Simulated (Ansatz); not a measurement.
## NiMoIrPdW in Ansatz: the effect of functional

NiMoIrPdW:

```
CELL_PARAMETERS angstrom
4.11705 0.00000 0.00000
-2.05853 3.56547 0.00000
0.00000 0.00000 5.44580
ATOMIC_POSITIONS crystal
Ni 0.00000 0.00000 0.95775
Mo 0.66667 0.33333 0.96161
Pd 0.66667 0.33333 0.46295
Ir 0.33333 0.66667 0.72572
W 0.33333 0.66667 0.23642
```

The cell was built by a generator and needn't be a form met in nature.

Alike in all runs:

| Item | Value |
| --- | --- |
| Program | Ansatz 0.2.0 |
| Task | band structure |
| Potentials or basis | Ansatz PAW |
| Cutoff | 420 eV (not typed: the program's choice for these potentials) |
| k mesh | 8 × 8 × 5 |
| Occupations | fermi-dirac, width 0.05 eV |
| Spin | collinear spin, ferromagnetic start |
| Starting moments | [1.0, 1.0, 0.0, 0.6, 0.0] μB |

Q: One run gave: pressure -8.1 GPa; largest force 0.10 eV/Å. Which functional did it use?
A. PBEsol
B. revPBE
C. LDA

A: A.

```tsv
functional	pressure (GPa)	largest force (eV/Å)
PBEsol	-8.1	0.10
revPBE	2.6	0.06
LDA	-12.9	0.16
```

Caveats: the PAW data sets come from PBE, with cores solved anew for the run's functional, which leaves a small shift of forces and pressure; the starting moments weren't kept.

Runs at the PBE level aren't shown here.
